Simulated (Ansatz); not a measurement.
Geometry optimisation, DFT PBE, scalar-relativistic, plane waves, PAW (Ansatz 0.2.0).

input.yaml

```yaml
crystal:
  lattice:
    - [5.4066, 0.0, 0.0]
    - [0.0, 5.4066, 0.0]
    - [0.0, 0.0, 16.05495]
  atoms:
    - { symbol: Ca, position: [0.0, 0.0, 0.0622861] }
    - { symbol: F, position: [0.25, 0.75, 0.3148531] }
    - { symbol: F, position: [0.25, 0.25, 0.3148531] }
    - { symbol: Ca, position: [0.0, 0.5, 0.2306641] }
    - { symbol: F, position: [0.25, 0.25, 0.1464751] }
    - { symbol: F, position: [0.25, 0.75, 0.1464751] }
    - { symbol: Ca, position: [0.5, 0.0, 0.2306641] }
    - { symbol: F, position: [0.75, 0.75, 0.1464751] }
    - { symbol: F, position: [0.75, 0.25, 0.1464751] }
    - { symbol: Ca, position: [0.5, 0.5, 0.0622861] }
    - { symbol: F, position: [0.75, 0.25, 0.3148531] }
    - { symbol: F, position: [0.75, 0.75, 0.3148531] }
    - { symbol: C, position: [-0.0154246, 0.0105792, 0.2955444] }
    - { symbol: F, position: [-0.2067919, -0.0089139, 0.3441275] }
    - { symbol: F, position: [0.1759426, 0.0300723, 0.3441275] }
basis:
  ecutwfc: 420.0
kpoints:
  mp_grid: { grid: [2, 2, 1] }
hamiltonian:
  xc: pbe
  pseudopotentials: { kind: paw, azcp: { folder: soft_1 } }
scf:
  occupations: { method: fermi_dirac, width: 0.02 }
  lower_state_search: "off"
relax:
  f_tol: 0.03
  max_steps: 60
  adjacent_minimum: "off"
  constraints: [{ sites: [0, 9] }]
```

Launched with:

```bash
$ ansatz run input.yaml --threads 1 --pin off --max-ram 3072MiB --backend cpu --events-out ev --progress --plain --runs-dir out
```

**Question.** Where does it end, and by what steps?

**Answer.** The forces met the threshold. Limits of this set-up: coarse k mesh, thin slab, slab without dipole correction, no dispersion correction for a molecule that may bind weakly. After 40 steps the energy has fallen by 30.679 eV; F2 moved furthest, 2.43 Å. The start is strongly strained (largest force component 23 eV/Å), so its close contacts needn't be bonds. Parted: Ca4–F5 (2.34 → 4.34 Å), Ca4–F6 (2.34 → 4.46 Å), Ca4–F9 (2.34 → 3.88 Å), F5–Ca7 (2.34 → 4.41 Å), F6–Ca7 (2.34 → 4.20 Å), Ca7–F8 (2.34 → 3.71 Å). Joined: Ca1–F2 (4.48 → 2.24 Å), F3–Ca10 (4.48 → 2.31 Å).

```json
{"step": "0", "energy less start (eV)": "0.0000", "largest force component (eV/Å)": "23.372", "accepted": "yes"}
{"step": "2", "energy less start (eV)": "-16.9322", "largest force component (eV/Å)": "2.329", "accepted": "yes"}
{"step": "4", "energy less start (eV)": "-21.6975", "largest force component (eV/Å)": "2.318", "accepted": "yes"}
{"step": "6", "energy less start (eV)": "-23.9732", "largest force component (eV/Å)": "0.776", "accepted": "yes"}
{"step": "8", "energy less start (eV)": "-24.6971", "largest force component (eV/Å)": "0.556", "accepted": "yes"}
{"step": "10", "energy less start (eV)": "-25.3813", "largest force component (eV/Å)": "0.567", "accepted": "yes"}
{"step": "12", "energy less start (eV)": "-25.9138", "largest force component (eV/Å)": "0.623", "accepted": "yes"}
{"step": "14", "energy less start (eV)": "-26.5153", "largest force component (eV/Å)": "0.645", "accepted": "yes"}
{"step": "16", "energy less start (eV)": "-27.0913", "largest force component (eV/Å)": "0.572", "accepted": "yes"}
{"step": "18", "energy less start (eV)": "-27.5801", "largest force component (eV/Å)": "0.694", "accepted": "yes"}
{"step": "20", "energy less start (eV)": "-28.2089", "largest force component (eV/Å)": "0.716", "accepted": "yes"}
{"step": "22", "energy less start (eV)": "-29.2625", "largest force component (eV/Å)": "0.681", "accepted": "yes"}
{"step": "24", "energy less start (eV)": "-29.9280", "largest force component (eV/Å)": "0.426", "accepted": "yes"}
{"step": "26", "energy less start (eV)": "-30.2255", "largest force component (eV/Å)": "0.330", "accepted": "yes"}
{"step": "28", "energy less start (eV)": "-30.3830", "largest force component (eV/Å)": "0.278", "accepted": "yes"}
{"step": "30", "energy less start (eV)": "-30.4962", "largest force component (eV/Å)": "0.627", "accepted": "yes"}
{"step": "32", "energy less start (eV)": "-30.5915", "largest force component (eV/Å)": "0.768", "accepted": "yes"}
{"step": "34", "energy less start (eV)": "-30.6539", "largest force component (eV/Å)": "0.245", "accepted": "yes"}
{"step": "36", "energy less start (eV)": "-30.6689", "largest force component (eV/Å)": "0.084", "accepted": "yes"}
{"step": "38", "energy less start (eV)": "-30.6753", "largest force component (eV/Å)": "0.127", "accepted": "yes"}
{"step": "40", "energy less start (eV)": "-30.6787", "largest force component (eV/Å)": "0.025", "accepted": "yes"}
```

```xyz
15
Lattice="5.4066 0.0000 0.0000 0.0000 5.4066 0.0000 0.0000 0.0000 16.0550" Properties=species:S:1:pos:R:3
Ca 0.000 0.000 1.000
F 0.915 5.353 3.042
F 1.757 2.605 3.104
Ca -0.021 3.617 4.092
F 0.767 1.864 0.199
F 1.943 4.567 0.199
Ca 2.762 0.794 3.981
F 4.490 3.603 1.973
F 3.625 0.902 1.923
Ca 2.703 2.703 1.000
F 4.716 1.569 4.983
F 3.388 4.276 4.741
C 0.312 0.274 5.980
F -0.348 0.408 7.106
F 1.404 1.115 6.134
```

Whether the end is a true minimum wasn't checked by a vibrational analysis.

The run took 5.7 min on 1 thread of Intel(R) Xeon(R) Platinum 8175M CPU @ 2.50GHz (Skylake/Cascade Lake) (shared host), peak memory 0.69 GiB.
